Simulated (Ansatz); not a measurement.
Predict the output of the script below (Ansatz's Python interface).

The script reads `ga2cu.xyz`:
```text
3
Lattice="2.83 0.0 0.0 0.0 2.83 0.0 0.0 0.0 5.839" Properties=species:S:1:pos:R:3 pbc="T T T"
Ga    1.41500000    1.41500000    1.72250500
Ga    1.41500000    1.41500000    4.11649500
Cu    0.00000000    0.00000000    0.00000000
```

`run_nc_paw.py`
```python
# -*- coding: utf-8 -*-
import ansatz as az
import numpy as np


def count_gap(report):
    # lowest empty less highest filled band, counting bands; zero where they overlap
    return max(report.get("gap_by_band_count_ev") or 0.0, 0.0)

system = az.Crystal.from_extxyz("ga2cu.xyz")

job = (
    system.calculation()
    .functional("pbesol")
    .kpoints(8, 8, 4)
    .occupations("Fermi-Dirac", width=0.01)
    .scf(tolerance=1e-06, max_iterations=80)
    .stress()
    .forces()
    .band_table()
)
variants = {
    "PAW": job.pseudopotentials("paw"),
    "norm-conserving": job.pseudopotentials("nc"),
}
rows = []
for label, variant in variants.items():
    data = variant.run(threads=1, backend="cpu").report
    levels = np.array(data["eigenvalues_ev"][0]) - data["fermi_energy_ev"]
    print(label, "levels at the first k-point near E_F:", np.round(levels[np.abs(levels) < 5], 3))
    rows.append((label, data["n_electrons"], np.trace(data["stress_gpa"]) / 3, float(np.abs(data["forces_ev_ang"]).max()), count_gap(data)))
lines = [",".join(["treatment", "electrons in bands", "P GPa", "max force component eV/A", "gap by band count eV"])] + [",".join(f"{v:.4f}" if isinstance(v, float) else str(v) for v in row) for row in rows]
print("\n".join(lines))
with open("nc_paw.csv", "w") as handle:
    handle.write("\n".join(lines) + "\n")
```

```console
$ python run_nc_paw.py
DeckWarning: basis.ecutwfc = 420 eV, auto-derived from the records' recommended cutoffs: set by Ga (normal level)
DeckWarning: scf.convergence.dr2_threshold = 1e-6 eV is looser than this run's default, which is 1e-7 eV or tighter. The error in the forces grows as the threshold's square root, so leave the key out unless less accurate forces are enough
DeckWarning: output.stress: scf.convergence.dr2_threshold = 1e-6 eV is looser than the 3e-10 eV advised for a printed stress (1e-10 eV for each atom of the cell: 3). What an SCF threshold leaves in a [...]
PAW levels at the first k-point near E_F: [-4.148 -3.395 -3.343 -3.343 -2.991]
DeckWarning: basis.ecutwfc = 1251.723767 eV, auto-derived from the records' recommended cutoffs: set by Cu (normal level)
norm-conserving levels at the first k-point near E_F: [-4.116 -3.365 -3.313 -3.313 -2.951]
treatment,electrons in bands,P GPa,max force component eV/A,gap by band count eV
PAW,45.0000,-4.0278,1.1416,0.0000
norm-conserving,45.0000,-3.9607,1.1587,0.0000
```
(Warnings from the package without file and line, shortened.)

PAW gives -4.028 GPa and norm-conserving -3.961 GPa, 0.07 GPa apart. They took 3.7 and 12.1 s of processor time.

Notes:
- These settings explore the input space; cutoff and mesh may be short of convergence.
- The computed bands are complete only to about 3.0 eV above the Fermi level.
- For a metal this k-point mesh is coarse: on a finer one energies can move by several to tens of meV an atom and pressures by half a GPa or more, differences at one mesh by less.
- A gap by band count of zero or less means overlapping bands, a metal, and at an odd count of electrons it is no gap at all.
- The structure is a deposited one; some such entries were measured under pressure or heat, so a shift against it needn't be the functional's error alone.
- Levels are Kohn-Sham eigenvalues on this mesh, without spin-orbit coupling.
- Stress is positive in compression.
- It ran for 17 s on 1 thread of Intel(R) Xeon(R) Platinum 8259CL CPU @ 2.50GHz (Skylake/Cascade Lake), with other jobs on the host, peak memory 0.58 GiB.

(Lines on the test bed's own set-up are left out of the output.)
